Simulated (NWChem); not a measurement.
# SbH2Cl (SMILES [Cl][SbH2]): levels of theory compared

We compute a comparison of 3 runs (HF/3-21G, HF/def2-SVP, CCSD/def2-SVP) of SbH2Cl. 

Program for the calculation: NWChem 7.3.0.

### Step 1. The molecule

SbH2Cl has 4 atoms, charge 0, and is taken as a singlet. As SMILES, `[Cl][SbH2]`. The coordinates come from a PBE0-D4/def2-TZVP relaxation.

Bond lengths: Cl1–Sb2 2.356 Å, Sb2–H3 1.712 Å, Sb2–H4 1.713 Å. Angles: Cl1–Sb2–H3 94.4°, Cl1–Sb2–H4 94.4°, H3–Sb2–H4 90.3°.

### Step 2. Energy and gradient at HF/3-21G (run 1)

run.nw

```
start run
title "ClH2Sb"
memory stack 880 mb heap 220 mb global 1100 mb
geometry units angstroms noautosym nocenter noautoz
  Cl      -1.784500       0.288700      -0.631500
  Sb       0.502100      -0.275300      -0.577600
  H        0.379700      -1.183700       0.868900
  H        0.958300       1.110000       0.319900
end
basis spherical bse
  * library 3-21G
end
scf
  nopen 0
  rhf
  thresh 1e-08
  maxiter 80
  print medium
end
task scf gradient
```

Run with:

```console
nwchem run.nw > run.out
```

The log of the run:

```text
[...]
  functions       =    48
[...]
  wavefunction    = RHF
[...]
         Total SCF energy =  -6744.127904634518
      One-electron energy =  -9760.803909944307
      Two-electron energy =   2784.219169729746
 Nuclear repulsion energy =    232.456835580043
        Time for solution =      3.0s
[...]
                         RHF ENERGY GRADIENTS
    atom               coordinates                        gradient
                 x          y          z           x          y          z
   1 Cl     -3.372216   0.545564  -1.193362    0.034828  -0.008375   0.001713
   2 Sb      0.948831  -0.520242  -1.091506   -0.032886   0.008217  -0.000283
   3 H       0.717529  -2.236869   1.641983    0.000006   0.003947  -0.001646
   4 H       1.810924   2.097596   0.604523   -0.001948  -0.003789   0.000216
[...]
```

Run time: 5.4 s. Hardware: 1 thread of Intel Xeon Platinum 8488C (Sapphire Rapids), shared host; peak memory 0.1 GiB.

### Step 3. Energy and gradient at HF/def2-SVP (core potential) (run 2)

sp.nw

```
start sp
memory stack 880 mb heap 220 mb global 1100 mb

geometry noautosym nocenter noautoz
  Cl      -1.784500       0.288700      -0.631500
  Sb       0.502100      -0.275300      -0.577600
  H        0.379700      -1.183700       0.868900
  H        0.958300       1.110000       0.319900
end

basis spherical bse
  Cl library def2-SVP
  Sb library def2-SVP
  H library def2-SVP
end

ecp bse
  Sb library def2-SVP
end

scf
  thresh 1e-08
  maxiter 80
  print medium
end

task scf gradient
```

Run with:

```console
nwchem sp.nw > sp.out
```

The log of the run:

```text
[...]
  functions       =    54
[...]
  wavefunction    = RHF
[...]
         Total SCF energy =   -699.785510016711
      One-electron energy =  -1271.786634492310
      Two-electron energy =    463.773996960157
 Nuclear repulsion energy =    108.227127515442
        Time for solution =      6.2s
[...]
                         RHF ENERGY GRADIENTS
    atom               coordinates                        gradient
                 x          y          z           x          y          z
   1 Cl     -3.372216   0.545564  -1.193362    0.009364  -0.002039   0.001343
   2 Sb      0.948831  -0.520242  -1.091506   -0.008230  -0.000026  -0.008735
   3 H       0.717529  -2.236869   1.641983   -0.000862  -0.000142   0.003973
   4 H       1.810924   2.097596   0.604523   -0.000272   0.002208   0.003420
[...]
```

It took 8.7 s on 1 thread of Intel Xeon Platinum 8488C (Sapphire Rapids), shared host; peak memory 0.1 GiB.

### Step 4. A single-point energy at CCSD/def2-SVP (core potential) (run 3)

m1.xyz

```xyz
4
ClH2Sb energy
Cl    -1.784500     0.288700    -0.631500
Sb     0.502100    -0.275300    -0.577600
H      0.379700    -1.183700     0.868900
H      0.958300     1.110000     0.319900
```

run.py

```python
from ase.io import read
from ase.calculators.nwchem import NWChem

atoms = read('m1.xyz')

calc = NWChem(
    label='m1',
    theory='ccsd',
    memory='2200 mb',
    basis='def2-SVP',
    basispar='spherical bse',
    scf={'nopen': '0', 'rhf': None, 'thresh': '1e-08', 'maxiter': '80', 'print': 'low'},
    ccsd={'freeze': 'core 9', 'maxiter': '60'},
    task='energy',
    **{'ecp bse': {'Sb library': 'def2-SVP'}},
)
atoms.calc = calc

print(f"energy = {atoms.get_potential_energy():.6f} eV")
```

Run with:

```console
export ASE_NWCHEM_COMMAND="nwchem PREFIX.nwi > PREFIX.nwo"
python run.py
```

The log of the run:

```text
energy = -19049.882170 eV
```

The calculator wrote m1.nwi:

```
title "m1"

permanent_dir m1

scratch_dir m1

start m1

geometry units angstrom nocenter noautosym noautoz
  Cl -1.7845000000000000e+00 2.8870000000000001e-01 -6.3149999999999995e-01
  Sb 5.0209999999999999e-01 -2.7529999999999999e-01 -5.7760000000000000e-01
  H  3.7969999999999998e-01 -1.1837000000000000e+00 8.6890000000000001e-01
  H  9.5830000000000004e-01 1.1100000000000001e+00 3.1990000000000002e-01
end

memory 2200 mb

basis spherical bse noprint
   * library def2-SVP
end

scf
  nopen 0
  rhf
  thresh 1e-08
  maxiter 80
  print low
end
ccsd
  freeze core 9
  maxiter 60
end
ecp bse
  Sb library def2-SVP
end

task ccsd energy
```

m1.nwo:

```text
Northwest Computational Chemistry Package (NWChem) 7.3.0
             --------------------------------------------------------

           Job information
           ---------------

    nwchem branch   = 7.3.0
    use scalapack   = T
    input           = m1.nwi
    prefix          = m1.
    data base       = m1/m1.db
    status          = startup
    nproc           =        1

           Memory information
           ------------------

[... 5 lines left out ...]
    hardfail = no
[... 37 lines left out ...]
            Nuclear Dipole moment (a.u.)
[... 68 lines left out ...]
      Two-electron energy =    463.773996957943
[... 23 lines left out ...]
 Total MP2 energy:           -700.037726340142399
[... 21 lines left out ...]
  Failed reading restart vector from m1/m1.t2
[... 3 lines left out ...]
             energy      energy      error      ampl     ampl      Block
[... 11 lines left out ...]
 Reference energy:            -699.785510014906322
[... 11 lines left out ...]
 Total SCS-CCSD energy:                -700.138835086627523
[... 1 line left out ...]
 routine      calls  cpu(0)   cpu-min  cpu-ave  cpu-max   i/o
 aoccsd          1     0.01     0.01     0.01     0.01    0.00
 iterdrv         1     0.01     0.01     0.01     0.01    0.00
 pampt          14     0.05     0.05     0.05     0.05    0.00
[... 9 lines of this table left out ...]
 Total                15.83    15.83    15.83    15.83    0.00

 Task  times  cpu:       23.5s     wall:       23.5s
 Total times  cpu:       23.5s     wall:       23.5s
```

It took 25 s on 1 thread of Intel Xeon Platinum 8488C (Sapphire Rapids), shared host; peak memory 0.14 GiB.

### Step 5. The series

```csv
run,level,core potential,task,energy (Eh),dipole moment (D),HOMO energy (eV),LUMO energy (eV),wall time
1,HF/3-21G,–,gradient,-6744.127905,3.77,-10.12,1.16,5.4 s
2,HF/def2-SVP (core potential),def2-SVP,gradient,-699.785510,2.80,-10.02,1.69,8.7 s
3,CCSD/def2-SVP (core potential),def2-SVP,energy,-700.070263,–,–,–,25 s
```

### Step 6. Results

```
                                          quantity          value
                               run 3: total energy  -700.07026 Eh
run 3: correlation energy (9 core orbitals frozen)     -284.8 mEh
```

In words: Some runs of one species differ in core potentials or relativity; totals across that change don't compare. In run 1 relativity is left out where basis or elements ask for it. All runs together took 39 s, the longest 25 s.
